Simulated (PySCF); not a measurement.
# FGaH5N: the cost of one run

Programs: PySCF 2.14.0, with density-fitted response routines of our own. Each step states its level of theory. These are calculated values for one molecule in the gas phase, unless marked as measured. Atoms count from 0, in the outputs and in this text.

## (1) The molecule as given

8 atoms, charge 0, multiplicity 1; geometry from: GFN2-xTB. The atoms were then displaced at random by about 0.01 Å, so the start is not that level's minimum.

Bonds of the start (Å): N0–Ga1 2.20, Ga1–F2 1.76, N0–H3 1.00, N0–H4 1.03, N0–H5 1.04, Ga1–H6 1.53, Ga1–H7 1.53.

## (2) Relaxing the molecule at PBE0-D3(BJ)/def2-SVP

The job: settings as JSON, then the geometry in Å.

```
{"job": {"xc": "PBE0", "basis": "def2-SVP", "d3": "d3bj", "grid": 1, "shake": 0.01, "kind": "geom"}, "charge": 0, "multiplicity": 1}
N      1.064930     0.036810     0.106980
Ga    -1.113320    -0.250220    -0.027790
F     -1.252000     1.315060    -0.815900
H      1.699700    -0.624800     0.514670
H      1.336940     0.225270    -0.869890
H      1.151730     0.949770     0.600740
H     -1.573760    -0.248420     1.434860
H     -1.259090    -1.422620    -0.996130
```

Started as:

```bash
OMP_NUM_THREADS=1 python probes_run.py task.json out
```

One launch serves the whole session: the jobs run in the order shown.

Q: Estimate the wall time and peak memory of this first job on 1 thread of Arm Neoverse V2, shared host.

About 15 s, with a peak of 0.36 GiB.
